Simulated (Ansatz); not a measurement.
# Pd: the cost of one run

Method: DFT LDA, scalar-relativistic, plane waves, PAW, in Ansatz 0.2.0.

2 further runs of the same task are left out: 2 that didn't finish.

## Step 1: The system as given

It takes space group Fm-3m (No. 225, cubic). The conventional cell has a = 3.890 Å, b = 3.890 Å, c = 3.890 Å, α = 90.00°, β = 90.00°, γ = 90.00°. Around Pd (site symmetry m-3m) lie 12 Pd at 2.75 Å.

Structure file:

```xyz
1
Lattice="0.0000 1.9449 1.9449 1.9449 0.0000 1.9449 1.9449 1.9449 0.0000" Properties=species:S:1:pos:R:3 pbc="T T T"
Pd    0.0000    0.0000    0.0000
```

No relaxation comes first: the listed cell is the starting point.

## Step 2: The reference cell

Reference values: F = -6844.5817 eV; pressure -7.97 GPa; largest force 0.000 eV/Å; gap on the mesh none (metal). It was computed beforehand with the settings of the runs below.

## Step 3: Setting up a strain scan

The cell is strained by ε times the Voigt pattern (0, 0, 1, 0, 0, 0) (xx, yy, zz, yz, xz, xy; engineering shear), with fractional coordinates fixed (clamped ions). The stress on the pattern is the sum of the stress components weighted by it, tension positive.

## Step 4: At ε = -0.0600

input.yaml

```yaml
crystal:
  lattice:
    - [0.0, 1.9449, 1.828206]
    - [1.9449, 0.0, 1.828206]
    - [1.9449, 1.9449, 0.0]
  atoms:
    - { symbol: Pd, position: [0.0, 0.0, 0.0] }
basis:
  ecutwfc: 420
kpoints:
  mp_grid: { grid: [20, 20, 20] }
hamiltonian:
  xc: lda
scf:
  occupations: { method: gaussian, width: 0.15 }
output:
  forces: true
  stress: true
  eigenvalues: true
  write_density: true
  write_potential: true
  elf: true
  volumetric_format: npy
```

The run is started by

```bash
> ansatz run input.yaml --threads 1 --pin off --max-ram 1228MiB --backend cpu --events-out ev --progress --plain --runs-dir out
```

What time and memory should one allow on 1 thread of an x86-64 CPU, shared host?

About 4.1 s, with a peak of 0.45 GiB.
